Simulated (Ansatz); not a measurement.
# ClH9NO3SiTa: the cost of one run

Method: RKS PBE/def2-SVP, in Ansatz 0.2.0.

**1. The structure to begin with**

Bond lengths (14 of 15 bonds, heavy atoms first): Ta1–N2 2.510 Å, Ta1–O5 2.020 Å, Ta1–O7 2.020 Å, Ta1–Cl9 2.470 Å, Ta1–O10 2.020 Å, Ta1–Si12 2.860 Å, Cl9–Si12 2.485 Å, N2–H3 1.060 Å, N2–H4 1.060 Å, O5–H6 1.010 Å, O7–H8 1.010 Å, O10–H11 1.010 Å, Si12–H13 1.460 Å, Si12–H14 1.460 Å. Angles (14 of 32 angles, heavy atoms first): N2–Ta1–O5 90.0°, N2–Ta1–O7 90.0°, N2–Ta1–Cl9 120.0°, N2–Ta1–O10 120.0°, N2–Ta1–Si12 71.6°, O5–Ta1–O7 180.0°, O5–Ta1–Cl9 90.0°, O5–Ta1–O10 90.0°, O5–Ta1–Si12 115.6°, O7–Ta1–Cl9 90.0°, O7–Ta1–O10 90.0°, O7–Ta1–Si12 64.4°, Cl9–Ta1–O10 120.0°, Cl9–Ta1–Si12 55.0°.

Structure file:

```xyz
16

Ta    0.0000    0.0000    0.0000
N     2.5100    0.0000    0.0000
H     3.0400   -0.5118    0.7620
H     3.0400    0.5118   -0.7620
O     0.0000    0.0000    2.0200
H    -0.2547   -0.9174    2.3571
O     0.0000    0.0000   -2.0200
H    -0.6343   -0.7100   -2.3571
Cl   -1.2350    2.1390    0.0000
O    -1.0100   -1.7493    0.0000
H    -1.6563   -1.7655    0.7760
Si    0.9018    2.4155   -1.2376
H     2.0689    2.1315   -2.0677
H    -0.1647    2.9642   -2.0702
H     1.2623    3.3856   -0.2078
H     2.2155    1.2277   -0.6291
```

**2. Pulling towards end A**

Springs on the bonds that form and break draw the guess towards this end; the thresholds are loose.

input.yaml reads:

```yaml
crystal:
  periodic: [false, false, false]
  atoms:
    - { symbol: Ta, position_ang: [0.0, 0.0, 0.0] }
    - { symbol: "N", position_ang: [2.51, 0.0, 0.0] }
    - { symbol: H, position_ang: [3.04, -0.5118, 0.762] }
    - { symbol: H, position_ang: [3.04, 0.5118, -0.762] }
    - { symbol: O, position_ang: [0.0, 0.0, 2.02] }
    - { symbol: H, position_ang: [-0.2547, -0.9174, 2.3571] }
    - { symbol: O, position_ang: [0.0, 0.0, -2.02] }
    - { symbol: H, position_ang: [-0.6343, -0.71, -2.3571] }
    - { symbol: Cl, position_ang: [-1.235, 2.139, 0.0] }
    - { symbol: O, position_ang: [-1.01, -1.7493, 0.0] }
    - { symbol: H, position_ang: [-1.6563, -1.7655, 0.776] }
    - { symbol: Si, position_ang: [0.9018, 2.4155, -1.2376] }
    - { symbol: H, position_ang: [2.0689, 2.1315, -2.0677] }
    - { symbol: H, position_ang: [-0.1647, 2.9642, -2.0702] }
    - { symbol: H, position_ang: [1.2623, 3.3856, -0.2078] }
    - { symbol: H, position_ang: [2.2155, 1.2277, -0.6291] }
basis:
  gaussian: { orbitals: def2-SVP }
hamiltonian:
  xc: pbe
relax:
  f_tol: 0.15
  max_steps: 25
  restrain:
    - { distance: [0, 11], at: 3.76, k: 30.0 }
    - { distance: [15, 1], at: 2.26, k: 30.0 }
    - { distance: [0, 1], at: 2.16, k: 30.0 }
    - { distance: [15, 11], at: 1.46, k: 30.0 }
```

Started as:

```bash
> ansatz run input.yaml --threads 4 --pin off --max-ram 5120MiB --backend cpu --events-out ev --progress --plain --runs-dir out
```

What time and memory should one allow on 4 threads of Arm Neoverse V1, shared host?

About 63 s, with a peak of 0.27 GiB.
